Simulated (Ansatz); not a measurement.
# Ti3Al2N5: the cost of one run

Method: DFT PBE, scalar-relativistic, plane waves, PAW, in Ansatz 0.2.0.

**1. The system as given**

Symmetry: I4/mmm, No. 139, tetragonal system. The conventional cell has a = 3.286 Å, b = 3.286 Å, c = 23.236 Å, α = 90.00°, β = 90.00°, γ = 90.00°. Ti (site symmetry 4mm) has 6 N at 2.32 Å in its first shell of neighbours. Around Ti (site symmetry 4/mmm) lie 6 N at 2.32 Å. Around Al (site symmetry 4mm) lie 6 N at 2.32 Å. Around N (site symmetry 4mm) lie 5 Ti at 2.32 Å and 1 Al at 2.32 Å. Around N (site symmetry 4/mmm) lie 6 Ti at 2.32 Å. Around N (site symmetry 4mm) lie 5 Al at 2.32 Å and 1 Ti at 2.32 Å.

Coordinates:

```
Ti Al N
1.0
    -1.64305    1.64305   11.61813
     1.64305   -1.64305   11.61813
     1.64305    1.64305  -11.61813
Ti Al N
3 2 5
Direct
  0.40000 0.40000 0.00000
  0.00000 0.00000 0.00000
  0.60000 0.60000 0.00000
  0.80000 0.80000 0.00000
  0.20000 0.20000 0.00000
  0.90000 0.90000 0.00000
  0.50000 0.50000 0.00000
  0.10000 0.10000 0.00000
  0.70000 0.70000 0.00000
  0.30000 0.30000 0.00000
```

The start is an ordering of an alloy on its end members' structure types: elements ordered on the sites of the AlN type, Ti/Al on Al (I4/mmm, No. 139).

**2. Probe: one point on a coarse mesh**

input.yaml reads:

```yaml
crystal:
  lattice:
    - [-1.64305183, 1.64305183, 11.61813094]
    - [1.64305183, -1.64305183, 11.61813094]
    - [1.64305183, 1.64305183, -11.61813094]
  atoms:
    - { symbol: Ti, position: [0.4, 0.4, 0.0], spin: 1.0 }
    - { symbol: Ti, position: [0.0, 0.0, 0.0], spin: 1.0 }
    - { symbol: Ti, position: [0.6, 0.6, 0.0], spin: 1.0 }
    - { symbol: Al, position: [0.8, 0.8, 0.0] }
    - { symbol: Al, position: [0.2, 0.2, 0.0] }
    - { symbol: "N", position: [0.9, 0.9, 0.0] }
    - { symbol: "N", position: [0.5, 0.5, 0.0] }
    - { symbol: "N", position: [0.1, 0.1, 0.0] }
    - { symbol: "N", position: [0.7, 0.7, 0.0] }
    - { symbol: "N", position: [0.3, 0.3, 0.0] }
basis:
  ecutwfc: 420
kpoints:
  mp_grid: { grid: [8, 8, 8] }
hamiltonian:
  xc: pbe
scf:
  occupations: { method: gaussian, width: 0.1 }
  lower_state_search: "off"
output:
  forces: true
  stress: true
  eigenvalues: true
  populations: true
magnetization:
  spin_polarized: true
```

Run with:

```bash
$ ansatz run input.yaml --threads 4 --pin off --max-ram 8192MiB --backend cpu --events-out ev --progress --plain --runs-dir out
```

Q: Estimate wall time and peak memory on 4 threads of Intel Xeon at 2.50GHz (Skylake/Cascade Lake), shared host.

About 58 s, with a peak of 0.82 GiB.
